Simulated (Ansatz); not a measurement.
**C₂H₇AlBClO: up Jacob's ladder to CCSD(T)**

An exercise on one series of results from a longer session: the logs are not shown, and one member is left open.

The runs use Ansatz 0.2.0, Gaussian basis; functionals in def2-TZVPP, the program's frozen cores in correlated methods.

Plan: PBE-D4, r2SCAN-D4, PBE0-D4, B3LYP-D4, ωB97X-V, ωB97M-V, B2PLYP; CCSD(T)/def2-TZVPP; MP2/def2-QZVPP; extrapolation to the limit.

## The relaxed structure

An earlier PBE0-D4 in a triple-zeta def2 set relaxation fixed the geometry.

SMILES `[BH2][Al]([Cl])[CH2]OC`, 13 atoms, charge 0, spin multiplicity 1.

Atoms are counted from 1 here; the program's logs count them from 0.

Bond lengths: B1–Al2 2.119 Å, B1–H7 1.199 Å, B1–H8 1.199 Å, Al2–Cl3 2.114 Å, Al2–C4 1.990 Å, C4–O5 1.412 Å, C4–H9 1.098 Å, C4–H10 1.104 Å, O5–C6 1.397 Å, C6–H11 1.102 Å, C6–H12 1.090 Å, C6–H13 1.100 Å. Angles: Al2–B1–H7 122.5°, Al2–B1–H8 122.6°, H7–B1–H8 114.9°, B1–Al2–Cl3 115.2°, B1–Al2–C4 126.6°, Cl3–Al2–C4 118.1°, Al2–C4–O5 115.9°, Al2–C4–H9 106.8°, Al2–C4–H10 111.1°, O5–C4–H9 106.5°, O5–C4–H10 110.7°, H9–C4–H10 105.1°, C4–O5–C6 112.2°, O5–C6–H11 111.7°, O5–C6–H12 107.8°, O5–C6–H13 111.5°, H11–C6–H12 108.4°, H11–C6–H13 108.3° and more.

As a file:

```xyz
13
C2H7AlBClO
B     0.60904   -2.99132    0.34194
Al    0.32047   -1.05169   -0.46088
Cl    1.59566   -0.54554   -2.06902
C    -1.06983    0.26344    0.08349
O    -0.96503    1.54728   -0.49467
C     0.10794    2.27433    0.02561
H     1.38639   -3.21207    1.22782
H     0.01534   -3.95202   -0.06079
H    -2.03724   -0.14490   -0.23869
H    -1.14039    0.33485    1.18301
H     1.06776    1.76049   -0.14338
H     0.13765    3.23684   -0.48552
H    -0.00726    2.44571    1.10608
```

The first run:

The input, in.yaml:

```yaml
crystal:
  periodic: [false, false, false]
  atoms:
    - {symbol: B, position_ang: [0.609036, -2.991318, 0.341943]}
    - {symbol: Al, position_ang: [0.320469, -1.051687, -0.460882]}
    - {symbol: Cl, position_ang: [1.595657, -0.545541, -2.069018]}
    - {symbol: C, position_ang: [-1.069828, 0.263441, 0.083493]}
    - {symbol: O, position_ang: [-0.965031, 1.547278, -0.494667]}
    - {symbol: C, position_ang: [0.107943, 2.274325, 0.025606]}
    - {symbol: H, position_ang: [1.386386, -3.212066, 1.227816]}
    - {symbol: H, position_ang: [0.015345, -3.952025, -0.060789]}
    - {symbol: H, position_ang: [-2.037236, -0.144899, -0.238695]}
    - {symbol: H, position_ang: [-1.140390, 0.334845, 1.183010]}
    - {symbol: H, position_ang: [1.067759, 1.760493, -0.143384]}
    - {symbol: H, position_ang: [0.137655, 3.236839, -0.485516]}
    - {symbol: H, position_ang: [-0.007265, 2.445715, 1.106082]}
basis:
  gaussian: {orbitals: def2-TZVPP}
hamiltonian: {xc: pbe, dispersion: d4}
output: {forces: true, orbitals: {seedname: orbitals}}
```

Command:

```sh
$ ansatz run in.yaml --threads 2 --pin off --events-out ev --progress --plain --max-ram 22528MiB --backend cuda --devices 0, --max-vram 18GiB
```

Among the steps run: PBE-D4 (GGA); r2SCAN-D4 (meta-GGA); PBE0-D4 (hybrid); B3LYP-D4 (hybrid); ωB97X-V (range-separated); ωB97M-V (range-separated); B2PLYP (double hybrid); CCSD(T) in def2-TZVPP; MP2 in def2-QZVPP.

One table of the session follows, with a row left open; its other results are not shown here.

```
            method  atomisation energy (kcal/mol)
            PBE-D4                         1109.1
         r2SCAN-D4                         1096.8
           PBE0-D4                         1093.2
          B3LYP-D4                         1089.2
           ωB97X-V                         1094.3
           ωB97M-V                         1094.4
            B2PLYP                         1077.5
     HF/def2-TZVPP                          810.8
    MP2/def2-TZVPP                              ?
   CCSD/def2-TZVPP                         1046.8
CCSD(T)/def2-TZVPP                         1061.8
           MP2/CBS                         1106.8
       CCSD(T)/CBS                         1088.9
```

Estimate the missing values for MP2/def2-TZVPP.

**Answer.** atomisation energy (kcal/mol): 1079.8. In the column «atomisation energy (kcal/mol)» it lies between B2PLYP (1077.5) and CCSD(T)/CBS (1088.9).

Limits of these values: Free atoms (1 B, 1 Al, 1 Cl, 2 C, 1 O, 7 H) were run apart at each level; the atomisation energy is their sum less the molecule, without zero-point or spin-orbit terms.
